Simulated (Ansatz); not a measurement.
Here is an Ansatz 0.2.0 calculation.

File input.yaml:

```yaml
crystal:
  lattice:
    - [3.00789, 0.0, 0.0]
    - [0.0, 3.00789, 0.0]
    - [0.0, 0.0, 3.00789]
  atoms:
    - { symbol: W, position: [0.5, 0.5, 0.5] }
    - { symbol: S, position: [0.0, 0.0, 0.0] }
hamiltonian:
  xc: pbesol
  pseudopotentials: { kind: paw }
  dispersion: d3bjatm
kpoints:
  mp_grid: { grid: [9, 9, 9] }
scf:
  occupations: { method: fermi_dirac, width: 0.05 }
output:
  forces: true
  stress: true
  eigenvalues: true
relax:
  f_tol: 0.01
  max_steps: 40
  cell: { stress_tol: 0.05 }
```

Potentials or basis: Ansatz PAW.

Launch:

```bash
$ ansatz run input.yaml --threads 2 --pin off --max-ram 5632MiB --backend cpu --events-out ev --progress --plain --runs-dir out
```

(1) Estimate the band gap on the k mesh.

(2) What does it give for the space group after relaxing (to 0.05 Å)?

(3) Estimate the relaxed volume.

(4) What does it give for the relaxed cell?

## Answers

(1) none (metal or under the smearing width).

(2) Pm-3m (No. 221).

(3) 12.91 Å³/atom.

(4) a = 2.956 Å, b = 2.956 Å, c = 2.956 Å, α = 90.00°, β = 90.00°, γ = 90.00°.

Caveat: pairwise dispersion overbinds metals, which lowers pressure and volume; the PAW data sets come from PBE, with cores solved anew for the run's functional, which leaves a small shift of forces and pressure.
